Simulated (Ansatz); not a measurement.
# CH6B2BrN: the cost of one run

Computed with Ansatz 0.2.0, Gaussian basis. Level: the settings change from run to run.

## (1) The molecule

The structure was relaxed beforehand with PBE0-D4 in a triple-zeta def2 set.

SMILES `CBB(N)Br`, 11 atoms, charge 0, spin multiplicity 1.

Atoms are counted from 1 here; the program's logs count them from 0.

Bond lengths: C1–B2 1.559 Å, C1–H6 1.103 Å, C1–H7 1.093 Å, C1–H8 1.091 Å, B2–B3 1.672 Å, B2–H9 1.204 Å, B3–N4 1.383 Å, B3–Br5 1.965 Å, N4–H10 1.007 Å, N4–H11 1.006 Å. Angles: B2–C1–H6 104.4°, B2–C1–H7 113.8°, B2–C1–H8 115.9°, H6–C1–H7 105.1°, H6–C1–H8 106.9°, H7–C1–H8 109.9°, C1–B2–B3 123.9°, C1–B2–H9 117.6°, B3–B2–H9 118.4°, B2–B3–N4 134.1°, B2–B3–Br5 108.4°, N4–B3–Br5 117.5°, B3–N4–H10 123.1°, B3–N4–H11 122.6°, H10–N4–H11 114.3°.

## (2) rPW86-PBE/ANO-RCC-VTZP

This run has D3(BJ) with three-body dispersion, relativity set to none, high accuracy.

Input file in.yaml:

```yaml
crystal:
  periodic: [false, false, false]
  atoms:
    - {symbol: C, position_ang: [-0.743404, 0.753069, -1.446055]}
    - {symbol: B, position_ang: [-0.847561, 0.147972, -0.013273]}
    - {symbol: B, position_ang: [0.471564, -0.172513, 0.962226]}
    - {symbol: N, position_ang: [1.291533, -1.272125, 1.140935]}
    - {symbol: Br, position_ang: [0.848352, 1.426550, 2.040098]}
    - {symbol: H, position_ang: [-0.919187, -0.103735, -2.118657]}
    - {symbol: H, position_ang: [-1.536398, 1.467332, -1.681129]}
    - {symbol: H, position_ang: [0.226314, 1.174005, -1.715608]}
    - {symbol: H, position_ang: [-1.948695, -0.060560, 0.425639]}
    - {symbol: H, position_ang: [2.057969, -1.286627, 1.793797]}
    - {symbol: H, position_ang: [1.164713, -2.130568, 0.632729]}
basis:
  gaussian: {orbitals: ANO-RCC-VTZP}
hamiltonian: {xc: {name: rPW86-PBE}, dispersion: d3bjatm, pseudopotentials: {relativity: none}}
accuracy: high
```

Command:

```
$ ansatz run in.yaml --threads 4 --pin off --events-out ev --progress --plain --max-ram 10444MiB
```

What time and memory should one allow on 4 threads of Arm Neoverse V1, shared host?

About 99 s, with a peak of 2.2 GiB.
